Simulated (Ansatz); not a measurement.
# LiP2: the cost of one run

Program: Ansatz 0.2.0. Level of theory: DFT PBE, scalar-relativistic, plane waves, PAW. These are calculated values, not measurements.

### 1 The system as given

It takes space group P4/mbm (No. 127, tetragonal). Conventional cell: a = 5.967 Å, b = 5.967 Å, c = 2.365 Å, α = 90.00°, β = 90.00°, γ = 90.00°. Around Li (site symmetry 4/m) lie 4 P at 2.32 Å and 2 Li at 2.36 Å. P (site symmetry m2m) has 3 P at 2.31 to 2.36 Å and 2 Li at 2.32 Å as nearest neighbours.

As a file:

```
CELL_PARAMETERS angstrom
5.96673 0.00000 0.00000
0.00000 5.96673 0.00000
0.00000 0.00000 2.36478
ATOMIC_POSITIONS crystal
Li 0.50000 0.50000 0.00000
Li 0.00000 0.00000 0.00000
P 0.86318 0.63682 0.00000
P 0.13682 0.36318 0.00000
P 0.63682 0.13682 0.00000
P 0.36318 0.86318 0.00000
```

A structure generator made this guess: 5-, 6-connected net, elements by coordination (P4/mbm, No. 127). Its size is a rough estimate.

### 2 Probe: one point on a coarse mesh

Contents of input.yaml:

```yaml
crystal:
  lattice:
    - [5.96672869, 0.0, 0.0]
    - [0.0, 5.96672869, 0.0]
    - [0.0, 0.0, 2.36478421]
  atoms:
    - { symbol: Li, position: [0.5, 0.5, 0.0] }
    - { symbol: Li, position: [0.0, 0.0, 0.0] }
    - { symbol: P, position: [0.86317998, 0.63682002, 0.0] }
    - { symbol: P, position: [0.13682002, 0.36317998, 0.0] }
    - { symbol: P, position: [0.63682002, 0.13682002, 0.0] }
    - { symbol: P, position: [0.36317998, 0.86317998, 0.0] }
basis:
  ecutwfc: 420
kpoints:
  mp_grid: { grid: [4, 4, 8] }
hamiltonian:
  xc: pbe
scf:
  occupations: { method: gaussian, width: 0.1 }
  lower_state_search: "off"
output:
  forces: true
  stress: true
  eigenvalues: true
```

The run is started by

```
> ansatz run input.yaml --threads 1 --pin off --max-ram 2048MiB --backend cpu --events-out ev --progress --plain --runs-dir out
```

**Question.** How long does this run take on 1 thread of Arm Neoverse V1, shared host, and how much memory does it need?

About 3.4 s, with a peak of 0.32 GiB.
